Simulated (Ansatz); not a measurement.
This script makes the interaction energy of a dimer with the counterpoise correction of CH2Br2, SMILES BrCBr with Ansatz's Python interface.

`dimer_ch2br2.py`
```python
"""Binding of a CH2Br2 dimer at a trial geometry."""

import ansatz as az

FIRST = [
    ("Br", (-0.5674, -0.9089, 1.5251)),
    ("C", (-0.1254, 0.1272, -0.0706)),
    ("Br", (1.5915, -0.3366, -0.7696)),
    ("H", (-0.041, 1.2025, 0.1793)),
    ("H", (-0.8578, -0.0844, -0.8641)),
]
SECOND = [
    ("Br", (-2.3146, -0.2637, -3.1764)),
    ("C", (-0.8778, -1.5497, -2.8651)),
    ("Br", (-1.4236, -2.9605, -1.6975)),
    ("H", (-0.0341, -1.0646, -2.3372)),
    ("H", (-0.5896, -2.0205, -3.817)),
]

def energy(atoms, ghosts=()):
    molecule = az.Crystal.molecule()
    for symbol, xyz in atoms:
        molecule = molecule.atom(symbol, xyz)
    calc = (
        molecule.calculation()
        .basis(gaussian="def2-SVPD")
        .functional("b3lyp", dispersion="d3bj")
    )
    deck = calc.input()
    if ghosts:
        deck = deck.set(az.key.basis.gaussian.ghost_atoms, [{"symbol": s, "position_ang": list(xyz)} for s, xyz in ghosts])
    return az.Session.from_dict(deck).plan().execute().report["free_energy_ev"]


def main() -> None:
    # monomers in their own basis and in the basis of the dimer
    both = energy(FIRST + SECOND)
    alone = energy(FIRST) + energy(SECOND)
    ghosted = energy(FIRST, SECOND) + energy(SECOND, FIRST)
    print(f"dimer {both:.6f} eV")
    print(f"interaction, uncorrected   {96.485332 * (both - alone):8.3f} kJ/mol")
    print(f"interaction, counterpoise  {96.485332 * (both - ghosted):8.3f} kJ/mol")
    print(f"basis-set superposition    {96.485332 * (alone - ghosted):8.3f} kJ/mol")


if __name__ == "__main__":
    main()
```

How large is the interaction at this pose, and how much of it is basis-set superposition?

Uncorrected it is -10.384 kJ/mol, with the counterpoise correction -2.632 kJ/mol; the difference, 7.75 kJ/mol, is the superposition error.

The run itself:

`python dimer_ch2br2.py` gives:
```text
dimer -282292.684779 eV
interaction, uncorrected    -10.384 kJ/mol
interaction, counterpoise    -2.632 kJ/mol
basis-set superposition       7.752 kJ/mol
```

What to keep in mind:
- These settings explore the input space; basis and method may be short of convergence.
- The dimer is a generated trial pose of unrelaxed monomers, not a minimum, so the figure is no binding energy, and the basis set is small.
- b3lyp holds the VWN-RPA fit, as in Gaussian; the form of ORCA and Turbomole is b3lyp5.
- Run time: 70 s on 1 thread of Arm Neoverse V2, with other jobs on the host, peak memory 1.1 GiB.
